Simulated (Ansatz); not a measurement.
# CH6GeOSn: rigid torsion scan

The task is a rigid torsion scan, for CH6GeOSn. SMILES: [SnH3][CH]1[O][GeH2]1.

All numbers are computed with the Python package of Ansatz 0.2.0. Level of theory: CAM-B3LYP/def2-SVP.

**1. The system**

Bond lengths: Sn1–C2 2.088 Å, C2–O3 1.360 Å, C2–Ge4 1.934 Å, O3–Ge4 1.886 Å, Sn1–H5 1.813 Å, Sn1–H6 1.766 Å, Sn1–H7 1.723 Å, C2–H8 1.154 Å, Ge4–H9 1.611 Å, Ge4–H10 1.481 Å. Angles (14 of 19 angles, heavy atoms first): Sn1–C2–O3 110.5°, Sn1–C2–Ge4 113.8°, O3–C2–Ge4 67.3°, C2–O3–Ge4 71.1°, C2–Ge4–O3 41.7°, Sn1–C2–H8 124.6°, O3–C2–H8 113.0°, Ge4–C2–H8 113.5°, C2–Sn1–H5 109.1°, C2–Sn1–H6 111.4°, C2–Sn1–H7 111.3°, C2–Ge4–H9 114.2°, C2–Ge4–H10 121.6°, O3–Ge4–H9 104.9°.

No structure file is read: the coordinates are typed or built in the script.

**2. The script**

ch6geosn.py reads:

```python
'''Energy of CH6GeOSn as one group turns about a bond.'''

import ansatz as az
from ase import Atoms

BASIS = 'def2-SVP'
FUNCTIONAL = 'CAM-B3LYP'
FORCE_TOL = 0.02

atoms = Atoms(['Sn', 'C', 'O', 'Ge', 'H', 'H', 'H', 'H', 'H', 'H'], positions=[
    (-1.283, 0.8899, 0.1906),
    (0.6569, 0.417, -0.4214),
    (0.6345, -0.5674, -1.3593),
    (1.2996, -1.2767, 0.2567),
    (-2.031, 2.0105, -1.022),
    (-1.2809, 1.736, 1.741),
    (-2.2685, -0.5204, 0.2911),
    (1.4953, 1.1903, -0.5979),
    (0.1381, -2.2595, 0.7857),
    (2.722, -1.671, 0.1385),
])

# start the scan from a relaxed geometry
first = (
    az.Crystal.molecule_from_ase(atoms).calculation()
    .basis(gaussian=BASIS)
    .functional(FUNCTIONAL)
    .relax(force_tolerance=FORCE_TOL, max_steps=80)
)
atoms.positions = first.run(threads=1, pin='off').report['positions_ang']

start = atoms.get_dihedral(2, 1, 0, 4)
energies = {}
for turn in range(0, 121, 15):
    turned = atoms.copy()
    turned.set_dihedral(2, 1, 0, 4, start + turn, indices=[0, 4, 5, 6])
    job = (
        az.Crystal.molecule_from_ase(turned).calculation()
        .basis(gaussian=BASIS)
        .functional(FUNCTIONAL)
    )
    energies[round((start + turn) % 360)] = job.run(threads=1, pin='off').report['free_energy_ev']
floor = min(energies.values())
print('dihedral O2-C1-Sn0-H4 (deg)   E - E(min) (kcal/mol)')
for angle, e in sorted(energies.items()):
    print(f'{angle:8d} {23.060548 * (e - floor):14.3f}  ' + '#' * int(30 * (e - floor) / max(max(energies.values()) - floor, 1e-9)))
```

**3. The calls as engine input**

The package turns the script's settings into the engine's input (first run):

```yaml
crystal:
  periodic: [false, false, false]
  atoms:
    - { symbol: Sn, position_ang: [-1.283, 0.8899, 0.1906] }
    - { symbol: C, position_ang: [0.6569, 0.417, -0.4214] }
    - { symbol: O, position_ang: [0.6345, -0.5674, -1.3593] }
    - { symbol: Ge, position_ang: [1.2996, -1.2767, 0.2567] }
    - { symbol: H, position_ang: [-2.031, 2.0105, -1.022] }
    - { symbol: H, position_ang: [-1.2809, 1.736, 1.741] }
    - { symbol: H, position_ang: [-2.2685, -0.5204, 0.2911] }
    - { symbol: H, position_ang: [1.4953, 1.1903, -0.5979] }
    - { symbol: H, position_ang: [0.1381, -2.2595, 0.7857] }
    - { symbol: H, position_ang: [2.722, -1.671, 0.1385] }
basis:
  gaussian:
    orbitals: def2-SVP
hamiltonian:
  xc: cam_b3lyp
relax:
  f_tol: 0.02
  max_steps: 80
```

**4. Running it**

Command:

```sh
python ch6geosn.py
```

The log of the run:

```text
dihedral O2-C1-Sn0-H4 (deg)   E - E(min) (kcal/mol)
      10          1.150  ##########################
      25          0.723  ################
      40          0.281  ######
      55          0.077  #
     295          0.000
     310          0.172  ###
     325          0.621  ##############
     340          1.092  #########################
     355          1.309  ##############################
```

It took 2.5 min on 1 thread of Arm Neoverse V2, shared host; peak memory 0.45 GiB.

**5. Path of the relaxation of run 0**

The steps of the relaxation:

| step | E - E(step 1) (eV) | largest force component (eV/Å) |
| --- | --- | --- |
| 1 | 0.0000 | 2.0154 |
| 2 | -0.2739 | 1.5520 |
| 3 | -0.3955 | 0.4521 |
| 4 | -0.4287 | 0.5007 |
| 5 | -0.4312 | 0.4199 |
| 6 | -0.4375 | 0.0985 |
| 7 | -0.4386 | 0.0286 |
| 8 | -0.4389 | 0.0288 |
| 9 | -0.4390 | 0.0326 |
| 10 | -0.4392 | 0.0146 |

Step 1 is the start.

Before: Bond lengths: Sn1–C2 2.088 Å, C2–O3 1.360 Å, C2–Ge4 1.934 Å, O3–Ge4 1.886 Å, Sn1–H5 1.813 Å, Sn1–H6 1.766 Å, Sn1–H7 1.723 Å, C2–H8 1.154 Å, Ge4–H9 1.611 Å, Ge4–H10 1.481 Å. Angles (14 of 19 angles, heavy atoms first): Sn1–C2–O3 110.5°, Sn1–C2–Ge4 113.8°, O3–C2–Ge4 67.3°, C2–O3–Ge4 71.1°, C2–Ge4–O3 41.7°, Sn1–C2–H8 124.6°, O3–C2–H8 113.0°, Ge4–C2–H8 113.5°, C2–Sn1–H5 109.1°, C2–Sn1–H6 111.4°, C2–Sn1–H7 111.3°, C2–Ge4–H9 114.2°, C2–Ge4–H10 121.6°, O3–Ge4–H9 104.9°.

After: Bond lengths: Sn1–C2 2.158 Å, C2–O3 1.434 Å, C2–Ge4 1.908 Å, O3–Ge4 1.828 Å, Sn1–H5 1.710 Å, Sn1–H6 1.713 Å, Sn1–H7 1.711 Å, C2–H8 1.102 Å, Ge4–H9 1.523 Å, Ge4–H10 1.523 Å. Angles (14 of 19 angles, heavy atoms first): Sn1–C2–O3 114.8°, Sn1–C2–Ge4 123.3°, O3–C2–Ge4 64.5°, C2–O3–Ge4 70.4°, C2–Ge4–O3 45.1°, Sn1–C2–H8 114.7°, O3–C2–H8 113.7°, Ge4–C2–H8 115.6°, C2–Sn1–H5 109.7°, C2–Sn1–H6 110.1°, C2–Sn1–H7 108.0°, C2–Ge4–H9 121.4°, C2–Ge4–H10 121.1°, O3–Ge4–H9 113.1°.

Run 0 is this relaxation; the runs after it count from 1.

**6. What each run gave**

From the records of these 9 runs:

```csv
run,turn (°),energy from run 1 (eV),SCF cycles,CPU time (s)
1,0,0.0000,18,6.2
2,15,0.0074,18,6.1
3,30,0.0269,18,6.1
4,45,0.0474,18,6.1
5,60,0.0567,18,6.1
6,75,0.0499,18,6.1
7,90,0.0313,18,6
8,105,0.0122,18,6
9,120,0.0033,18,6
```

**7. What came out**

```
              quantity     value
         runs compared         9
       range of energy  0.057 eV
lowest point, turn (°)         0
```

In words: The lowest point lies at a turn of 0°, the highest 0.057 eV (5.5 kJ/mol) above it at 60°. The grid can miss the true lowest and highest points, and the rest of the molecule is held rigid. Run 0: The relaxation took 9 moves; the largest shift is 0.352 Å, of atom 9 (H). The scan is rigid and the energies are electronic, in a modest basis. With rigid groups the curve can differ much from the relaxed path, the start wasn't checked as a minimum of this torsion, and equivalent turns needn't return to the same energy. def2 sets replace the cores of elements past krypton by effective core potentials.
